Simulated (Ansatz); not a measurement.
# GdNi: the cost of one run

Program: Ansatz 0.2.0. Level of theory: DFT, at the levels named in each step. These are calculated values, not measurements.

### 1 The starting structure

The structure is orthorhombic, space group Cmcm (No. 63). Conventional cell: a = 3.778 Å, b = 10.365 Å, c = 4.221 Å, α = 90.00°, β = 90.00°, γ = 90.00°. Around Gd (site symmetry m2m) lie 7 Ni at 2.90 to 2.99 Å. Around Ni (site symmetry m2m) lie 2 Ni at 2.58 Å and 7 Gd at 2.90 to 2.99 Å.

As a file:

```cif
data_structure
_symmetry_space_group_name_H-M 'Cmcm'
_symmetry_Int_Tables_number 63
_cell_length_a 3.7780
_cell_length_b 10.3650
_cell_length_c 4.2210
_cell_angle_alpha 90.000
_cell_angle_beta 90.000
_cell_angle_gamma 90.000
_cell_volume 165.29
loop_
_atom_site_label
_atom_site_type_symbol
_atom_site_symmetry_multiplicity
_atom_site_Wyckoff_symbol
_atom_site_fract_x
_atom_site_fract_y
_atom_site_fract_z
_atom_site_occupancy
Gd1 Gd 4 c 0.50000 0.64000 0.25000 1
Ni1 Ni 4 c 0.50000 0.92800 0.25000 1
```

The file gives the conventional cell by its symmetry; the runs use the cell typed in the input.

Where an Elk run is restarted with further inputs, its INFO.OUT and LSJ.OUT are those of the last start.

Elk's input and logs are in atomic units (hartree, bohr).

Atoms are numbered in the order of the input: Gd1, Gd2, Ni3, Ni4.

### 2 Collinear moments, PAW

Input file input.yaml:

```yaml
crystal:
  lattice:
    - [1.889, -5.1825, 0.0]
    - [1.889, 5.1825, 0.0]
    - [0.0, 0.0, 4.221]
  atoms:
    - { symbol: Gd, position: [0.86, 0.14, 0.25], spin: 7.0 }
    - { symbol: Gd, position: [0.14, 0.86, 0.75], spin: 7.0 }
    - { symbol: Ni, position: [0.572, 0.428, 0.25], spin: 1.5 }
    - { symbol: Ni, position: [0.428, 0.572, 0.75], spin: 1.5 }
magnetization:
  spin_polarized: true
kpoints:
  mp_grid: { grid: [6, 6, 5] }
scf:
  occupations: { method: fermi_dirac, width: 0.05 }
hamiltonian:
  xc: lda
  pseudopotentials: { kind: paw }
output:
  forces: true
  stress: true
  eigenvalues: true
```

Launch:

```bash
> ansatz run input.yaml --threads 2 --pin off --max-ram 4096MiB --backend cpu --events-out ev --progress --plain --runs-dir out
```

Q: Estimate wall time and peak memory on 2 threads of Arm Neoverse V2, shared host.

About 20 s, with a peak of 0.6 GiB.
